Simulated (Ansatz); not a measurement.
**C2H8Sn: one species, many methods**

Aim: compute C2H8Sn with functionals from several rungs and with coupled cluster, and see how far each lands from CCSD(T) at the basis-set limit for the atomisation energy.

The runs use Ansatz 0.2.0, Gaussian basis; functionals in def2-TZVPP, the program's frozen cores in correlated methods.

Levels to be run: LDA (SPW92), PBE-D4, revPBE-D4, BLYP-D4, r2SCAN-D4, B97M-V, PBE0-D4, B3LYP-D4, r2SCANh-D4, r2SCAN0-D4, HSE06-D4, BHLYP-D4, CAM-B3LYP-D4, LC-ωPBE, ωB97X-V, ωB97M-V, B2PLYP, PBE-QIDH; CCSD(T)/def2-SVP; CCSD(T)/def2-TZVPP; MP2/def2-QZVPP; extrapolation to the limit; RPA on PBE.

## 1. The relaxed structure

An earlier PBE0-D4 in a triple-zeta def2 set relaxation fixed the geometry. Sn takes the def2 core potential; no spin-orbit term is included.

11 atoms, charge 0, spin multiplicity 1.

Atoms are counted from 1 here; the program's logs count them from 0.

Bond lengths: C1–Sn2 2.142 Å, C1–H4 1.090 Å, C1–H5 1.091 Å, C1–H6 1.091 Å, Sn2–C3 2.142 Å, Sn2–H7 1.714 Å, Sn2–H8 1.714 Å, C3–H9 1.091 Å, C3–H10 1.091 Å, C3–H11 1.090 Å. Angles: Sn2–C1–H4 110.4°, Sn2–C1–H5 110.0°, Sn2–C1–H6 110.0°, H4–C1–H5 108.8°, H4–C1–H6 108.8°, H5–C1–H6 108.8°, C1–Sn2–C3 109.9°, C1–Sn2–H7 109.6°, C1–Sn2–H8 109.6°, C3–Sn2–H7 109.6°, C3–Sn2–H8 109.6°, H7–Sn2–H8 108.4°, Sn2–C3–H9 110.0°, Sn2–C3–H10 110.0°, Sn2–C3–H11 110.4°, H9–C3–H10 108.8°, H9–C3–H11 108.8°, H10–C3–H11 108.8°.

## 2. LDA

This LDA is Slater exchange with PW92 correlation.

File in.yaml:

```yaml
crystal:
  periodic: [false, false, false]
  atoms:
    - {symbol: C, position_ang: [-1.307361, 1.130295, -0.468031]}
    - {symbol: Sn, position_ang: [-0.265103, -0.733239, -0.293141]}
    - {symbol: C, position_ang: [1.579921, -0.440384, 0.755557]}
    - {symbol: H, position_ang: [-2.247723, 0.990835, -1.001619]}
    - {symbol: H, position_ang: [-0.696232, 1.849254, -1.014695]}
    - {symbol: H, position_ang: [-1.521658, 1.531966, 0.522907]}
    - {symbol: H, position_ang: [0.054015, -1.363500, -1.855276]}
    - {symbol: H, position_ang: [-1.238298, -1.859970, 0.556979]}
    - {symbol: H, position_ang: [2.205954, 0.271631, 0.216721]}
    - {symbol: H, position_ang: [1.382943, -0.050246, 1.754662]}
    - {symbol: H, position_ang: [2.118842, -1.383641, 0.846537]}
basis:
  gaussian: {orbitals: def2-TZVPP}
hamiltonian: {xc: lda}
output: {orbitals: {seedname: orbitals}}
```

The runs that follow: PBE-D4 (GGA); revPBE-D4 (GGA); BLYP-D4 (GGA); r2SCAN-D4 (meta-GGA); B97M-V (meta-GGA); PBE0-D4 (hybrid); B3LYP-D4 (hybrid); r2SCANh-D4 (hybrid); r2SCAN0-D4 (hybrid); HSE06-D4 (hybrid); BHLYP-D4 (hybrid); CAM-B3LYP-D4 (range-separated); LC-ωPBE-D4 (range-separated); ωB97X-V (range-separated); ωB97M-V (range-separated); B2PLYP (double hybrid); PBE-QIDH (double hybrid); CCSD(T) in def2-SVP; CCSD(T) in def2-TZVPP; MP2 in def2-QZVPP; RPA on PBE orbitals.

Q: Predict the results of all the runs planned. Wanted: atomisation energy, CCSD(T)/CBS; farthest beyond LDA; mean size of error, GGA; mean size of error, meta-GGA; mean size of error, hybrid; mean size of error, range-separated; mean size of error, double hybrid; gap, smallest and largest; T1 diagnostic.

The runs gave:

```
                               quantity                                                                                               value
        atomisation energy, CCSD(T)/CBS                                                                                       3627.5 kJ/mol
 functionals within 36.3 kJ/mol (1.0 %)  PBE-D4, r2SCAN-D4, B97M-V, PBE0-D4, B3LYP-D4, r2SCANh-D4, HSE06-D4, CAM-B3LYP-D4, ωB97X-V, ωB97M-V
                    farthest beyond LDA                                                                             BHLYP-D4 (-82.6 kJ/mol)
                mean size of error, GGA                                                                                         49.9 kJ/mol
           mean size of error, meta-GGA                                                                                         16.5 kJ/mol
             mean size of error, hybrid                                                                                         43.5 kJ/mol
    mean size of error, range-separated                                                                                         19.4 kJ/mol
      mean size of error, double hybrid                                                                                         55.2 kJ/mol
              gap, smallest and largest                                                               6.57 eV (BLYP-D4), 13.02 eV (LC-ωPBE)
                          T1 diagnostic                                                                                              0.0110
triples share of the correlation energy                                                                                               3.2 %
```

In words: LDA overbinds by 407.6 kJ/mol (11 %). PBE-D4 is off by -11.5 kJ/mol. Double hybrids carry the basis error of their MP2 part in triple zeta, and no dispersion term here, so their miss is partly the set-up's. The rungs meta-GGA, range-separated miss on average by less than the doubt on the reference (36.3 kJ/mol), so they tie. Misses under about 36.3 kJ/mol are within the doubt on the reference itself, which lacks core-valence correlation, spin-orbit coupling and higher excitations, and its outer-core shells are covered unevenly. All levels share the lack of spin-orbit coupling, which lowers the free heavy atoms and so the true binding. Hartree-Fock recovers 75 % of the binding; the rest is correlation. CCSD(T) in def2-SVP is off by -200.4 kJ/mol, worse than the median functional, from the basis alone. Orbital gaps span 6.6 to 13.0 eV; exact exchange widens them. Correlated methods include outer-core shells of Sn, which these sets cover unevenly.
